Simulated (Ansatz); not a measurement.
Predict the output of the script below (Ansatz's Python interface).

The script, `c3h3bclf_opt.py`:
```python
# -*- coding: utf-8 -*-
"""Geometry optimisation of C3H3BClF."""

import itertools
import warnings

import ansatz as az
from ase import Atoms
from ase.data import atomic_numbers, covalent_radii
import numpy as np

SETTINGS = {
    "basis": "6-31G*",
    "xc": "CAM-B3LYP",
}


def main():
    warnings.simplefilter("ignore", az.DeckWarning)

    atoms = Atoms(["F", "B", "Cl", "C", "C", "C", "H", "H", "H"], positions=[
        [-1.1586, 1.6674, 1.7837],
        [-0.3051, 0.6139, 1.5157],
        [0.5735, -0.1721, 2.8979],
        [-0.0171, 0.1129, 0.056],
        [-0.3798, 0.1669, -1.3781],
        [0.5162, -0.7544, -0.8516],
        [-0.8797, 0.6278, -2.191],
        [1.6192, -0.5212, -1.0672],
        [0.1197, -1.7874, -0.7826],
    ])
    c3h3bclf = az.Crystal.molecule_from_ase(atoms)

    model = (
        c3h3bclf.calculation()
        .basis(gaussian=SETTINGS["basis"])
        .functional(SETTINGS["xc"])
    )
    symbols = [site.symbol for site in c3h3bclf.cartesian_sites]
    start = np.array([site.position_ang for site in c3h3bclf.cartesian_sites], dtype=float)
    def progress(event):
        if event["event"] == "relax_step":
            row = event["data"]
            print(f"step {row['step']:3d}  E = {row['lagrangian_ev']:.6f} eV  largest force component {row['allowed_force_max_ev_ang']:.4f} eV/A")


    data = model.relax(force_tolerance=0.02).session().plan().execute(on_event=progress).report
    end = np.array(data["positions_ang"])

    print(f"E = {data['free_energy_ev']:.6f} eV = {data['free_energy_ev'] / 27.211386246:.7f} Ha")
    print("converged:", data["converged"], " doubts:", data["published_state_doubts"] or "none")

    # pairs closer than 1.2 times the sum of covalent radii, before or after
    radius = [covalent_radii[atomic_numbers[s]] for s in symbols]
    span = lambda where, i, j: np.linalg.norm(where[i] - where[j])
    bonded = [(i, j) for i, j in itertools.combinations(range(len(symbols)), 2) if min(span(start, i, j), span(end, i, j)) < 1.2 * (radius[i] + radius[j])]
    print("pair        before    after (A)")
    for i, j in bonded:
        print(f"{symbols[i]}{i}-{symbols[j]}{j}".ljust(10), f"{span(start, i, j):8.4f} {span(end, i, j):8.4f}")

    charges = data["charge_distribution"]
    print("dipole moment", round(4.803205 * float(np.linalg.norm(charges["dipole_moment_e_ang"])), 3), "D")
    print("Mulliken:", [(s, round(q, 3)) for s, q in zip(symbols, charges["mulliken_charges_e"])])


if __name__ == "__main__":
    main()
```

```console
$ python c3h3bclf_opt.py
step   1  E = -19071.063247 eV  largest force component 6.5486 eV/A
step   2  E = -19072.673287 eV  largest force component 3.2606 eV/A
step   3  E = -19072.687381 eV  largest force component 2.7710 eV/A
step   4  E = -19072.664281 eV  largest force component 2.3106 eV/A
step   5  E = -19072.919990 eV  largest force component 0.9533 eV/A
step   6  E = -19072.948782 eV  largest force component 0.2644 eV/A
step   7  E = -19072.955735 eV  largest force component 0.0713 eV/A
step   8  E = -19072.955984 eV  largest force component 0.0414 eV/A
step   9  E = -19072.956050 eV  largest force component 0.0195 eV/A
E = -19072.956148 eV = -700.9182103 Ha
converged: True  doubts: none
pair        before    after (A)
F0-B1        1.3821   1.3190
B1-Cl2       1.8166   1.7591
B1-C3        1.5699   1.5232
C3-C4        1.4802   1.3019
C3-C5        1.3639   1.5151
C4-C5        1.3888   1.4870
C4-H6        1.0598   1.0797
C5-H7        1.1478   1.0913
C5-H8        1.1086   1.0913
dipole moment 2.174 D
Mulliken: [('F', -0.17), ('B', 0.248), ('Cl', -0.141), ('C', 0.057), ('C', -0.119), ('C', -0.346), ('H', 0.17), ('H', 0.151), ('H', 0.151)]
```

Reading the output:
- Total energies depend on the basis set; only differences at equal settings carry meaning.
- The end point is the stationary point reached from this start; no frequency run checks that it is a minimum, and the basis set is modest.
- The whole script took 53 s on 1 thread of Arm Neoverse V2, with other jobs on the host, peak memory 0.33 GiB.

(A comment or docstring line of the script was reworded after the run, the code is as it ran; lines on the test bed's own set-up are left out of the output.)
